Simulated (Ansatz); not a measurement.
# C2H3F2In: a ladder of functionals and wavefunction methods

Aim: compute C2H3F2In with functionals from several rungs and with coupled cluster. The yardstick is the atomisation energy at the CCSD(T) limit.

Method: functionals in def2-TZVPP, the program's frozen cores in correlated methods; program: Ansatz 0.2.0, Gaussian basis.

Plan: LDA (SPW92), PBE-D4, revPBE-D4, BLYP-D4, r2SCAN-D4, B97M-V, PBE0-D4, B3LYP-D4, r2SCANh-D4, r2SCAN0-D4, HSE06-D4, BHLYP-D4, CAM-B3LYP-D4, LC-ωPBE, ωB97X-V, ωB97M-V, B2PLYP, PBE-QIDH; CCSD(T)/def2-SVP; CCSD(T)/def2-TZVPP; MP2/def2-QZVPP; extrapolation to the limit; RPA on PBE.

## (1) Structure used throughout

All runs share one geometry, relaxed beforehand with PBE0-D4 in a triple-zeta def2 set. In takes the def2 core potential; no spin-orbit term is included.

SMILES `C=[CH][In]([F])[F]`, 8 atoms, charge 0, spin multiplicity 1.

Atoms are counted from 1 here; the program's logs count them from 0.

Bond lengths: C1–C2 1.328 Å, C1–H6 1.088 Å, C1–H7 1.086 Å, C2–In3 2.099 Å, C2–H8 1.085 Å, In3–F4 1.938 Å, In3–F5 1.944 Å. Angles: C2–C1–H6 121.0°, C2–C1–H7 123.0°, H6–C1–H7 116.0°, C1–C2–In3 121.0°, C1–C2–H8 120.4°, In3–C2–H8 118.6°, C2–In3–F4 129.8°, C2–In3–F5 122.4°, F4–In3–F5 107.8°.

## (2) LDA

This LDA is Slater exchange with PW92 correlation.

Contents of in.yaml:

```yaml
crystal:
  periodic: [false, false, false]
  atoms:
    - {symbol: C, position_ang: [0.046506, 0.937642, 1.199923]}
    - {symbol: C, position_ang: [-0.561403, -0.067600, 0.580531]}
    - {symbol: In, position_ang: [0.153952, -0.798988, -1.252265]}
    - {symbol: F, position_ang: [-0.524728, -2.231998, -2.367402]}
    - {symbol: F, position_ang: [1.723586, -0.057857, -2.128331]}
    - {symbol: H, position_ang: [-0.324783, 1.318550, 2.148947]}
    - {symbol: H, position_ang: [0.930077, 1.428042, 0.803484]}
    - {symbol: H, position_ang: [-1.443217, -0.527791, 1.015123]}
basis:
  gaussian: {orbitals: def2-TZVPP}
hamiltonian: {xc: lda}
output: {orbitals: {seedname: orbitals}}
```

The runs that follow: PBE-D4 (GGA); revPBE-D4 (GGA); BLYP-D4 (GGA); r2SCAN-D4 (meta-GGA); B97M-V (meta-GGA); PBE0-D4 (hybrid); B3LYP-D4 (hybrid); r2SCANh-D4 (hybrid); r2SCAN0-D4 (hybrid); HSE06-D4 (hybrid); BHLYP-D4 (hybrid); CAM-B3LYP-D4 (range-separated); LC-ωPBE (range-separated); ωB97X-V (range-separated); ωB97M-V (range-separated); B2PLYP (double hybrid); PBE-QIDH (double hybrid); CCSD(T) in def2-SVP; CCSD(T) in def2-TZVPP; MP2 in def2-QZVPP; RPA on PBE orbitals.

Q: Predict the results of all the runs planned. Wanted: atomisation energy, CCSD(T)/CBS; farthest beyond LDA; mean size of error, GGA; mean size of error, meta-GGA; mean size of error, hybrid; mean size of error, range-separated; mean size of error, double hybrid; gap, smallest and largest; T1 diagnostic.

As calculated:

```
                               quantity                                                                                   value
        atomisation energy, CCSD(T)/CBS                                                                               30.845 eV
    functionals within 0.308 eV (1.0 %)  BLYP-D4, r2SCAN-D4, B97M-V, PBE0-D4, HSE06-D4, CAM-B3LYP-D4, LC-ωPBE, ωB97X-V, ωB97M-V
                    farthest beyond LDA                                                                    BHLYP-D4 (-1.650 eV)
                mean size of error, GGA                                                                                0.393 eV
           mean size of error, meta-GGA                                                                                0.137 eV
             mean size of error, hybrid                                                                                0.660 eV
    mean size of error, range-separated                                                                                0.105 eV
      mean size of error, double hybrid                                                                                0.498 eV
              gap, smallest and largest                                               4.89 eV (LDA (SPW92)), 11.99 eV (LC-ωPBE)
                          T1 diagnostic                                                                                  0.0159
triples share of the correlation energy                                                                                   3.4 %
```

**Reading.** LDA overbinds by 4.655 eV (15 %). PBE-D4 misses by +0.648 eV. Double hybrids carry the basis error of their MP2 part in triple zeta, and no dispersion term here, so their miss is partly the set-up's. The rungs range-separated, meta-GGA miss on average by less than the doubt on the reference (0.308 eV), so they tie. Misses under about 0.308 eV are within the doubt on the reference itself, which lacks core-valence correlation, spin-orbit coupling and higher excitations, and its outer-core shells are covered unevenly. All levels share the lack of spin-orbit coupling, which lowers the free heavy atoms and so the true binding. Hartree-Fock recovers 71 % of the binding; the rest is correlation. CCSD(T) in def2-SVP is off by -1.891 eV, more than most functionals: a good method in a small basis is no reference. The gap grows from 4.9 to 12.0 eV across the functionals, mostly with the share of exact exchange. Correlated methods include outer-core shells of In, which these sets cover unevenly.
